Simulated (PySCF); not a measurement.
# CH₈AlB₂N: electronic excitations and core binding energies

Aim: predict the electronic excitations and core binding energies of CH₈AlB₂N (`B[N](B)[AlH][CH3]`).

Computed with PySCF 2.14.0, with density-fitted response routines of our own, on a single molecule in the gas phase. Atoms count from 0, in the outputs and in this text.

### Step 1. The starting structure

13 atoms, charge 0, multiplicity 1; geometry from: GFN2-xTB.

Bonds of the start (Å): B0–N1 1.42, N1–B2 1.42, N1–Al3 1.85, Al3–C4 1.98, B0–H5 1.18, B0–H6 1.17, B2–H7 1.18, B2–H8 1.17, Al3–H9 1.54, C4–H10 1.10, C4–H11 1.10, C4–H12 1.09.

### Step 2. Excited states and response: CAM-B3LYP/def2-SVPD

Job settings and geometry (Å):

```
{"job": {"kind": "uv", "xc": "CAM-B3LYP", "basis": "def2-SVPD", "nstates": 8, "ntriplets": 3}, "charge": 0, "multiplicity": 1}
B     -1.471362     1.386092     0.465491
N     -0.999995     0.089411     0.114609
B     -1.772488    -0.864213    -0.607673
Al     0.688139    -0.350995     0.720481
C      2.317753    -0.205742    -0.400771
H     -0.719655     2.086931     1.055168
H     -2.545960     1.754657     0.179125
H     -1.258569    -1.898981    -0.858920
H     -2.871682    -0.637435    -0.945063
H      0.667948    -0.840403     2.182589
H      2.217810    -0.763591    -1.339734
H      2.532361     0.830887    -0.686773
H      3.211312    -0.586133     0.103743
```

Method: TDDFT CAM-B3LYP/def2-SVPD, vertical, gas phase, core orbitals frozen in the response.

The run is started by

```bash
$ OMP_NUM_THREADS=1 python probes_run.py task.json out
```

This one command runs all jobs of the session in turn.

The log of the run:

```text
coarse grid: 10904 points
cycle   1  E = -389.4780928996  dE =  1.297e-01  |g| = 4.902e-01  |ddm| = 4.696e+00
cycle   2  E = -389.4716879010  dE =  6.405e-03  |g| = 5.462e-01  |ddm| = 1.262e+00
cycle   3  E = -389.5379583389  dE = -6.627e-02  |g| = 6.019e-02  |ddm| = 5.774e-01
cycle   4  E = -389.5386724211  dE = -7.141e-04  |g| = 3.220e-02  |ddm| = 1.508e-01
cycle   5  E = -389.5389387000  dE = -2.663e-04  |g| = 3.474e-03  |ddm| = 3.936e-02
cycle   6  E = -389.5389425943  dE = -3.894e-06  |g| = 7.223e-04  |ddm| = 1.281e-02
final grid: 99488 points
cycle   7  E = -389.5992887945  dE = -2.184e-05  |g| = 3.609e-03  |ddm| = 4.543e-02
cycle   8  E = -389.5992878654  dE =  9.291e-07  |g| = 4.272e-03  |ddm| = 8.706e-03
cycle   9  E = -389.5992918792  dE = -4.014e-06  |g| = 3.396e-04  |ddm| = 4.191e-03
cycle  10  E = -389.5992919026  dE = -2.332e-08  |g| = 1.469e-04  |ddm| = 5.279e-04
cycle  11  E = -389.5992919082  dE = -5.647e-09  |g| = 1.286e-05  |ddm| = 2.060e-04
cycle  12  E = -389.5992919083  dE = -7.094e-11  |g| = 3.500e-06  |ddm| = 3.818e-05
converged SCF energy = -389.5992919083

Static polarisability (au): isotropic 73.257, principal 63.304 74.318 82.150

Singlet excitations
state   eV       nm        f      main configurations
  1   5.4824    226.1   0.00045   H-1->L 0.80, H-1->L+1 0.10
  2   5.7208    216.7   0.00002   H->L+1 0.65, H->L 0.30
  3   6.1983    200.0   0.00154   H-2->L 0.75, H-2->L+1 0.11, H-1->L+3 0.08
  4   6.3860    194.2   0.06972   H-1->L+1 0.52, H->L 0.27
  5   6.5496    189.3   0.01799   H-1->L+1 0.31, H->L 0.28, H->L+1 0.22
  6   7.3820    168.0   0.10065   H->L+2 0.43, H-1->L+3 0.26, H-3->L 0.11
  7   7.4031    167.5   0.03361   H-1->L+3 0.47, H->L+2 0.22
  8   7.4347    166.8   0.03053   H-3->L 0.52, H-3->L+1 0.20, H->L+2 0.16

Triplet excitations (Tamm-Dancoff, eV): 5.1528 5.3230 5.5959
```

Run time: 35 s. Hardware: 1 thread of Arm Neoverse N1, shared host; peak memory 0.73 GiB.

The orbitals next to the gap, with their largest atomic shares:

```
orbital      eV                       atoms
 HOMO−3  -11.04   N1 48 %, B0 12 %, B2 12 %
 HOMO−2  -10.65   B0 24 %, B2 22 %, H5 14 %
 HOMO−1   -9.80  N1 30 %, B2 13 %, Al3 13 %
   HOMO   -9.54  C4 30 %, Al3 22 %, H9 17 %
   LUMO   -0.38  B0 25 %, B2 24 %, Al3 14 %
 LUMO+1   -0.05  Al3 41 %, B2 11 %, B0 10 %
 LUMO+2    0.69  Al3 51 %, C4 13 %, H12 6 %
```

With each of the 8 states as a Gaussian band of 0.4 eV half-width at 1/e, the curve within the window shown has maxima at 193 nm (ε 3,500), 167 nm (ε 6,700) L/(mol cm). Beyond the last state computed it falls off for lack of states. The curve at chosen wavelengths:

| nm | ε (L/mol/cm) |
| --- | --- |
| 160 | 3262 |
| 164 | 5785 |
| 167 | 6657 |
| 171 | 5766 |
| 175 | 3756 |
| 179 | 2388 |
| 182 | 2195 |
| 186 | 2710 |
| 190 | 3353 |
| 193 | 3522 |
| 197 | 3178 |
| 201 | 2392 |
| 205 | 1531 |
| 208 | 998 |
| 212 | 507 |
| 216 | 235 |
| 220 | 106 |
| 223 | 61 |
| 227 | 34 |
| 231 | 22 |
| 234 | 17 |
| 238 | 12 |
| 242 | 8 |
| 246 | 5 |
| 249 | 4 |
| 253 | 2 |

Ground-state properties from the same run:

```
           property  computed
  dipole moment (D)      1.48
polarisability (Å³)     10.86
 HOMO–LUMO gap (eV)      9.16
      −ε(HOMO) (eV)      9.54
```

### Step 3. Core-electron binding energies: SCAN, X2C

Settings changed since step 2:

```diff
@@ -1,2 +1,2 @@
-{"job": {"kind": "uv", "xc": "CAM-B3LYP", "basis": "def2-SVPD", "nstates": 8, "ntriplets": 3}, "charge": 0, "multiplicity": 1}
+{"job": {"kind": "xps"}, "charge": 0, "multiplicity": 1}
 B     -1.471362     1.386092     0.465491
```

Level: delta-SCF UKS SCAN, pcX-2 on the ionised atom, pcseg-1 elsewhere, spin-free X2C.

The log of the run:

```text
ground state, core basis on atom 0 (B), 145 functions
  cycle   1  E = -390.08975753  |g| = 6.28e-01
  cycle   2  E = -389.95077511  |g| = 9.51e-01
  cycle   3  E = -390.18625275  |g| = 1.53e-01
  cycle   4  E = -390.19183330  |g| = 4.54e-02
  cycle   5  E = -390.19238580  |g| = 1.10e-02
  cycle   6  E = -390.19242135  |g| = 2.94e-03
  cycle   7  E = -390.19242433  |g| = 5.11e-04
  cycle   8  E = -390.19242520  |g| = 1.08e-04
  E(ground) = -390.23187476 Eh
hole in B 1s of atom 0
  cycle   1  E = -382.58085746  |g| = 1.16e+00
  cycle   2  E = -380.73377315  |g| = 1.85e+00
  cycle   3  E = -382.79936257  |g| = 5.42e-01
  cycle   4  E = -382.96512407  |g| = 2.29e-01
  cycle   5  E = -382.97387425  |g| = 2.00e-01
  cycle   6  E = -382.99371415  |g| = 5.48e-02
  cycle   7  E = -382.99555814  |g| = 2.04e-02
  cycle   8  E = -382.99605527  |g| = 1.20e-02
  cycle   9  E = -382.99633097  |g| = 1.17e-02
  cycle  10  E = -382.99656685  |g| = 5.48e-03
  cycle  11  E = -382.99661909  |g| = 1.82e-03
  cycle  12  E = -382.99662119  |g| = 1.02e-03
  cycle  13  E = -382.99662274  |g| = 2.90e-04
  E(ion) = -383.03598961 Eh   <S^2> = 0.9538   hole on atom = 1.000   binding energy = 195.810 eV
ground state, core basis on atom 1 (N), 145 functions
  cycle   1  E = -390.21325274  |g| = 7.18e-02
  cycle   2  E = -390.21325740  |g| = 8.94e-03
  cycle   3  E = -390.21323796  |g| = 1.32e-02
  cycle   4  E = -390.21328128  |g| = 2.77e-03
  cycle   5  E = -390.21328264  |g| = 4.33e-04
  E(ground) = -390.24947038 Eh
hole in N 1s of atom 1
  cycle   1  E = -374.64407802  |g| = 1.87e+00
  cycle   2  E = -373.95405863  |g| = 2.11e+00
  cycle   3  E = -375.30841659  |g| = 4.01e-01
  cycle   4  E = -375.35799020  |g| = 1.24e-01
  cycle   5  E = -375.36437172  |g| = 5.37e-02
  cycle   6  E = -375.36598521  |g| = 9.78e-03
  cycle   7  E = -375.36603538  |g| = 2.78e-03
  cycle   8  E = -375.36604052  |g| = 8.81e-04
  cycle   9  E = -375.36604145  |g| = 1.73e-04
  E(ion) = -375.40095344 Eh   <S^2> = 0.7667   hole on atom = 1.000   binding energy = 404.049 eV
ground state, core basis on atom 3 (Al), 156 functions
  cycle   1  E = -390.27221505  |g| = 2.42e-01
  cycle   2  E = -390.27227115  |g| = 4.61e-02
  cycle   3  E = -390.27212783  |g| = 4.33e-02
  cycle   4  E = -390.27240733  |g| = 1.73e-02
  cycle   5  E = -390.27247615  |g| = 7.19e-04
  cycle   6  E = -390.27247521  |g| = 1.68e-04
  E(ground) = -390.27396273 Eh
hole in Al 1s of atom 3
  cycle   1  E = -331.67940226  |g| = 3.97e+00
  cycle   2  E = -330.85390480  |g| = 2.28e+00
  cycle   3  E = -330.18625944  |g| = 1.35e+00
  cycle   4  E = -332.38282464  |g| = 6.17e-01
  cycle   5  E = -332.64621502  |g| = 2.17e-01
  cycle   6  E = -332.66388444  |g| = 1.45e-01
  cycle   7  E = -332.67470161  |g| = 5.10e-02
  cycle   8  E = -332.67588255  |g| = 1.28e-02
  cycle   9  E = -332.67598283  |g| = 2.35e-03
  cycle  10  E = -332.67598598  |g| = 6.43e-04
  cycle  11  E = -332.67598671  |g| = 1.36e-04
  E(ion) = -332.68135259 Eh   <S^2> = 0.7519   hole on atom = 1.000   binding energy = 1567.175 eV
hole in Al 2p of atom 3
  cycle   1  E = -387.01313172  |g| = 1.07e+00
  cycle   2  E = -386.27871506  |g| = 1.27e+00
  cycle   3  E = -387.17025883  |g| = 3.81e-01
  cycle   4  E = -387.28277970  |g| = 6.93e-02
  cycle   5  E = -387.28333586  |g| = 7.00e-02
  cycle   6  E = -387.28530445  |g| = 2.60e-02
  cycle   7  E = -387.28565423  |g| = 3.90e-03
  cycle   8  E = -387.28566161  |g| = 1.78e-03
  cycle   9  E = -387.28566306  |g| = 3.77e-04
  E(ion) = -387.29479773 Eh   <S^2> = 0.7517   hole on atom = 1.003   binding energy = 81.067 eV
  2p3/2 = 80.561 eV   2p1/2 = 81.162 eV
ground state, core basis on atom 4 (C), 145 functions
  cycle   1  E = -390.19971761  |g| = 5.73e-02
  cycle   2  E = -390.19970140  |g| = 1.71e-02
  cycle   3  E = -390.19968337  |g| = 1.92e-02
  cycle   4  E = -390.19977866  |g| = 1.55e-03
  cycle   5  E = -390.19978109  |g| = 1.72e-04
  E(ground) = -390.23788362 Eh
hole in C 1s of atom 4
  cycle   1  E = -378.97394504  |g| = 1.50e+00
  cycle   2  E = -378.49003063  |g| = 1.68e+00
  cycle   3  E = -379.51086657  |g| = 2.88e-01
  cycle   4  E = -379.53688774  |g| = 1.23e-01
  cycle   5  E = -379.54254651  |g| = 5.68e-02
  cycle   6  E = -379.54395907  |g| = 7.81e-03
  cycle   7  E = -379.54398935  |g| = 3.76e-03
  cycle   8  E = -379.54399956  |g| = 9.82e-04
  cycle   9  E = -379.54400068  |g| = 5.10e-04
  cycle  10  E = -379.54400070  |g| = 1.94e-04
  E(ion) = -379.58102836 Eh   <S^2> = 0.7670   hole on atom = 1.000   binding energy = 289.988 eV
```

Run time: 85 s. Hardware: 1 thread of Arm Neoverse N1, shared host; peak memory 0.63 GiB.

The holes in one table. −ε is the ground-state orbital energy:

```
       hole  stands for                  environment  ΔSCF (eV; 2p as the shell's mean)  −ε (eV)   ⟨S²⟩
  B1s on B0      B0, B2       boron bonded to N, 2 H                  195.81 (doubtful)    180.2  0.954
  N1s on N1          N1   nitrogen bonded to Al, 2 B                             404.05    385.5  0.767
Al1s on Al3         Al3  aluminium bonded to C, N, H                            1567.17   1518.3  0.752
Al2p on Al3         Al3  aluminium bonded to C, N, H                              80.76     70.9  0.752
  C1s on C4          C4   methyl carbon bonded to Al                             289.99    273.1  0.767
```

Each hole run stands for the others of its class of like atoms.

Doubtful: the ion did not converge, its hole moved, or its ⟨S²⟩ is well above 0.75.

With the spin-orbit splitting: Al3 2p3/2 80.56, 2p1/2 81.16 eV. The table gives each 2p level as the mean over the whole 2p shell (two parts 2p3/2, one part 2p1/2), which differs a little from the single hole in the log.

### Step 4. Results

| quantity | value |
| --- | --- |
| lowest singlet (CAM-B3LYP/def2-SVPD) | 5.48 eV (226 nm), f = 0.000 |
| brightest single state of those computed | state 6, 7.38 eV, f = 0.101 |
| lowest triplet | 5.15 eV |
| N1s binding energies, SCAN/pcX-2 | N1 404.05 eV |
| Al1s binding energies, SCAN/pcX-2 | Al3 1567.17 eV |
| Al2p binding energies, SCAN/pcX-2 | Al3 80.76 eV |
| C1s binding energies, SCAN/pcX-2 | C4 289.99 eV |

In words: The lowest singlet, at 5.48 eV, is HOMO−1→LUMO 0.80, HOMO−1→LUMO+1 0.10 and is dark; of the 8 states computed, the strongest absorption comes from states 6 to 7 together at 7.38 eV. The lowest triplet lies 0.33 eV below the lowest singlet (triplets in Tamm-Dancoff, singlets in full TDDFT).
